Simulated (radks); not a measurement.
# Cs⁺ in [Xe]: an all-electron calculation

What are the levels of the caesium ion Cs+, how large are its shells, and how does its energy divide?

The numbers are computed with radks (a radial shooting solver on a logarithmic mesh, Libxc functionals) version 1 (scalar-relativistic Kohn-Sham, BLYP, spin-polarised, spherical densities, finite nucleus), except any that are marked as measured or tabulated.

## Step 1: What is computed

- element: caesium (Z = 55)
- charge: +1
- electrons: 54
- configuration: [Xe]
- nuclear rms radius: 4.8041 fm

The outer shells:

Cs⁺
```
[Kr] core
4d [↑↓][↑↓][↑↓][↑↓][↑↓]
5s [↑↓]
5p [↑↓][↑↓][↑↓]
```

## Step 2: Self-consistent calculation

The run's settings:

```text
Z 55
configuration [Xe]
relativity scalar-relativistic
functional b88,lyp
spin polarised
nucleus finite rms 4.8041 fm
c 137.035999084
```

**Question.** What will this run give?

The runs gave:

```
                        quantity                   value
                    total energy      -7787.1903 hartree
exchange-correlation share of it                  2.47 %
                            −T/E                  1.0536
          highest occupied level          5p, -18.469 eV
    most extended occupied level  5p up, <r> = 2.08 bohr
 radius at density 0.001 e/bohr³               4.05 bohr
    maxima of the radial density                       4
         ionisation energy, NIST        23.157 (exp.) eV
```

What this shows: 5 principal shells are occupied and 4 maxima appear in the radial density; where shells overlap, one shows as a shoulder or not at all. Relativity lifts −T/E to 1.054. Minus the highest eigenvalue, 18.469 eV, is 80 % of the tabulated ionisation energy (23.157 eV); the potential of a semilocal functional falls off too fast, so its top eigenvalue is too shallow. 
